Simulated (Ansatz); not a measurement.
# ClF2HNSi, SMILES [NH][Si](F)(F)Cl: a single point in a Gaussian basis

With the Python package of Ansatz (0.2.0).

At the Python prompt:
```pycon
>>> import ansatz
>>> GEOMETRY = '''
... N    -0.28430    0.81090    1.08480
... Si    0.04790   -0.10900   -0.33780
... F    -1.02200   -1.31890   -0.43520
... F     1.60460   -0.68430   -0.16470
... Cl   -0.04540    0.99810   -2.06720
... H    -0.25880    0.23910    1.87380
... '''
>>> clf2hnsi = ansatz.Crystal.molecule()
>>> for line in GEOMETRY.strip().splitlines():
...     symbol, *xyz = line.split()
...     clf2hnsi = clf2hnsi.atom(symbol, [float(v) for v in xyz])
...
>>> setup = clf2hnsi.calculation()
>>> setup = setup.basis(gaussian='def2-SVPD')
>>> setup = setup.functional('cam_b3lyp').spin('collinear', total=1)
>>> rep = setup.session().plan(threads=1).execute().report

>>> print(f'E = {rep["free_energy_ev"]:.6f} eV = {rep["free_energy_ev"] / 27.211386246:.7f} Ha')
E = -27331.166004 eV = -1004.4018249 Ha
>>> print('converged:', rep['converged'], ' doubts:', rep['published_state_doubts'] or 'none')
converged: True  doubts: none
>>> field = rep['mean_field']
>>> print('<S^2> =', round(abs(field['state']['spin_squared']), 4), ' relativity:', field['relativity'])
<S^2> = 0.7529  relativity: none
>>> print('passes:', field['passes'])
passes: {'evaluations': 24, 'products': 28}
>>> if 'symmetry' in field:
...     print('occupied orbitals by irrep:', field['symmetry']['occupied'])
...
occupied orbitals by irrep: [{'A': 29}, {'A': 28}]
```

Reading the output:
- Total energies depend on the basis set; only differences at equal settings carry meaning.
- The geometry is a force-field or estimated start, not a minimum of this method, and the basis set is short of its limit.
- The species is open-shell (spin multiplicity 2).
- Timing: 15 s on 1 thread of Arm Neoverse V1, with other jobs on the host, peak memory 0.52 GiB.

(Lines on the test bed's own set-up are left out of the output.)
